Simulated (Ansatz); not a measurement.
What does this script print? It uses Ansatz 0.2.0 through its Python package.

The script, `convert_csas2ir2.py`:
```python
from pathlib import Path

import ansatz as az


def main() -> None:
    system = (
        az.Lattice.from_parameters(4.04184, 4.04184, 14.81933, alpha=90, beta=90, gamma=90)
        .space_group(139, hermann_mauguin="I4/mmm")
        .atom("Cs", (0.0, 0.0, 0.0))
        .atom("As", (0.0, 0.0, 0.3431))
        .atom("Ir", (0.0, 0.5, 0.25))
        .primitive()
    )

    base = system.calculation()
    base = base.scf(tolerance=1e-08).occupations("methfessel_paxton")
    base = base.basis(380)
    base = base.accuracy("low")
    base = base.functional("PBEsol", dispersion="d3bjatm")
    base = base.mixing("msr1", preconditioner="kerker_dos").kpoints(6, center="gamma")
    base = base.relax(force_tolerance=0.005)
    Path("written.yaml").write_text(base.to_yaml())
    back = az.Calculation.from_yaml("written.yaml")
    print(back.to_python())
    print("same input:", back.to_yaml() == base.to_yaml())


if __name__ == "__main__":
    main()
```

Running `python convert_csas2ir2.py` prints:
```text
(
    az.Lattice.from_parameters(4.04184, 4.04184, 14.81933, alpha=90.0, beta=90.0, gamma=90.0)
    .space_group(139, hermann_mauguin="I4/mmm")
    .atom("Cs", (0.0, 0.0, 0.0))
    .atom("As", (0.0, 0.0, 0.3431))
    .atom("Ir", (0.0, 0.5, 0.25))
    .primitive()
    .calculation()
    .accuracy("low")
    .basis(cutoff=380.0)
    .kpoints(6, 6, 6, shift=(0.0, 0.0, 0.0))
    .functional("pbesol", dispersion="d3bjatm")
    .scf(tolerance=1e-08)
    .mixing(algorithm="msr1", preconditioner="kerker_dos")
    .occupations(method="methfessel_paxton")
    .relax(force_tolerance=0.005)
)

same input: True
```

`written.yaml`, as written:
```yaml
crystal:
  lattice:
    a: 4.04184
    b: 4.04184
    c: 14.81933
    alpha: 90.0
    beta: 90.0
    gamma: 90.0
  space_group: 139
  setting:
    hermann_mauguin: I4/mmm
  atoms:
    - { symbol: Cs, position: [0.0, 0.0, 0.0] }
    - { symbol: As, position: [0.0, 0.0, 0.3431] }
    - { symbol: Ir, position: [0.0, 0.5, 0.25] }
  reduce_to_primitive: true
accuracy: low
basis:
  ecutwfc: 380.0
kpoints:
  mp_grid:
    grid: [6, 6, 6]
    shift: [0.0, 0.0, 0.0]
hamiltonian:
  xc: pbesol
  dispersion: d3bjatm
scf:
  convergence:
    dr2_threshold: 1.0e-08
  mixing:
    algorithm: msr1
    preconditioner: kerker_dos
  occupations:
    method: methfessel_paxton
relax:
  f_tol: 0.005
```

The input is only written out: it wasn't run, and its settings aren't tested. The structure comes from a database and needn't be a stable phase.
